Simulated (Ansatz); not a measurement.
**AlFH₄O₄Si: small, medium and large basis sets**

An exercise on one series of results from a longer session: the logs are not shown, and one member is left open.

Method: one geometry, several basis sets; program: Ansatz 0.2.0, Gaussian basis.

Levels to be run: PBE0-D4/def2-SVP; ωB97M-V/def2-SVP; PBE0-D4/def2-QZVPP; ωB97M-V/def2-QZVPP; the functionals' def2-TZVPP values are taken from earlier runs.

### The geometry

All runs share one geometry, relaxed beforehand with PBE0-D4 in a triple-zeta def2 set.

SMILES `O[Si](O)(O)[O][AlH][F]`, 11 atoms, charge 0, spin multiplicity 1.

Atoms are counted from 1 here; the program's logs count them from 0.

Bond lengths: O1–Si2 1.638 Å, O1–H8 0.958 Å, Si2–O3 1.630 Å, Si2–O4 1.628 Å, Si2–O5 1.617 Å, O3–H9 0.958 Å, O4–H10 0.957 Å, O5–Al6 1.674 Å, Al6–F7 1.646 Å, Al6–H11 1.562 Å. Angles: Si2–O1–H8 116.5°, O1–Si2–O3 112.0°, O1–Si2–O4 113.1°, O1–Si2–O5 104.3°, O3–Si2–O4 103.2°, O3–Si2–O5 113.2°, O4–Si2–O5 111.3°, Si2–O3–H9 116.8°, Si2–O4–H10 116.8°, Si2–O5–Al6 152.3°, O5–Al6–F7 118.4°, O5–Al6–H11 121.9°, F7–Al6–H11 119.6°.

The first run:

Input file in.yaml:

```yaml
crystal:
  periodic: [false, false, false]
  atoms:
    - {symbol: O, position_ang: [-1.418480, 0.586822, -1.108637]}
    - {symbol: Si, position_ang: [-0.773056, 0.069422, 0.305666]}
    - {symbol: O, position_ang: [-0.571583, 1.290131, 1.366537]}
    - {symbol: O, position_ang: [-1.740198, -0.964305, 1.108965]}
    - {symbol: O, position_ang: [0.616346, -0.638111, -0.123127]}
    - {symbol: Al, position_ang: [2.216960, -0.585566, -0.611433]}
    - {symbol: F, position_ang: [2.975577, 0.874953, -0.653527]}
    - {symbol: H, position_ang: [-2.300517, 0.958825, -1.064622]}
    - {symbol: H, position_ang: [-0.158390, 2.087554, 1.033739]}
    - {symbol: H, position_ang: [-1.783106, -1.861333, 0.777565]}
    - {symbol: H, position_ang: [3.001848, -1.875592, -1.010428]}
basis:
  gaussian: {orbitals: def2-SVP}
hamiltonian: {xc: pbe0, dispersion: d4}
output: {orbitals: {seedname: orbitals}}
```

On the command line:

```console
$ ansatz run in.yaml --threads 2 --pin off --events-out ev --progress --plain --max-ram 32768MiB --backend cpu
```

Steps of the session up to this table: PBE0-D4 in def2-SVP; ωB97M-V in def2-SVP; PBE0-D4 in def2-QZVPP; ωB97M-V in def2-QZVPP.

One of the session's tables, all rows but one given; the rest of the session is left out.

It belongs to the step «Functionals by basis». 

| functional | basis | HOMO (eV) |
| --- | --- | --- |
| PBE0-D4 | def2-SVP | -8.67 |
| PBE0-D4 | def2-TZVPP | ? |
| PBE0-D4 | def2-QZVPP | -9.01 |
| ωB97M-V | def2-SVP | -11.11 |
| ωB97M-V | def2-TZVPP | -11.42 |
| ωB97M-V | def2-QZVPP | -11.49 |

Estimate the missing values for PBE0-D4, def2-TZVPP.

As computed: HOMO (eV): -8.95. In the column «HOMO (eV)» it lies between PBE0-D4, def2-QZVPP (-9.01) and PBE0-D4, def2-SVP (-8.67).
